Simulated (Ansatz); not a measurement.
**ZrH (quartet): from Hartree-Fock to the top rungs, def2-QZVPP**

The task here is to estimate one member of a computed series from the others.

Method: def2-QZVPP, core rule «outside noble gas», up to 4 orbitals frozen; program: Ansatz 0.2.0, Gaussian basis.

The runs, in order: UHF; ROHF; CCSD(T) on UHF.

## The system

The geometry is a PBE0/def2-TZVP stationary point (not a proven minimum). No spin-orbit coupling is included. Elements past krypton take def2 core potentials.

2 atoms, charge 0, spin multiplicity 4.

Atoms are counted from 1 here; the program's logs count them from 0.

Bond lengths: Zr1–H2 1.859 Å.

As a file:

```xyz
2
charge 0, multiplicity 4
Zr    0.0000    0.0000    0.0000
H     0.0000    0.0000    1.8590
```

The first run:

Input file in.yaml:

```yaml
crystal:
  periodic: [false, false, false]
  atoms:
    - {symbol: Zr, position_ang: [0.000000, 0.000000, 0.000000]}
    - {symbol: H, position_ang: [0.000000, 0.000000, 1.858985]}
basis:
  gaussian: {orbitals: "def2-QZVPP.json"}
magnetization: {spin_polarized: true, initial_magnetization: 3}
hamiltonian: {xc: hf}
output: {orbitals: {seedname: orbitals}}
```

On the command line:

```console
$ ansatz run in.yaml --threads 1 --pin off --events-out ev --progress --plain --max-ram 3968MiB --backend cpu
```

Among the steps run: UHF; ROHF; CCSD(T) on UHF.

One of the session's tables, all rows but one given; the rest of the session is left out.

| method | from UCCSD(T) (kJ/mol) |
| --- | --- |
| ROHF | +199.2 |
| UHF | ? |
| UMP2 | +40.5 |
| UCCSD | +5.2 |
| UCCSD(T) | 0 |

Q: Estimate the row for UHF from the others.

**Answer.** from UCCSD(T) (kJ/mol): +185.5. In the column «from UCCSD(T) (kJ/mol)» it lies between UMP2 (+40.5) and ROHF (+199.2).
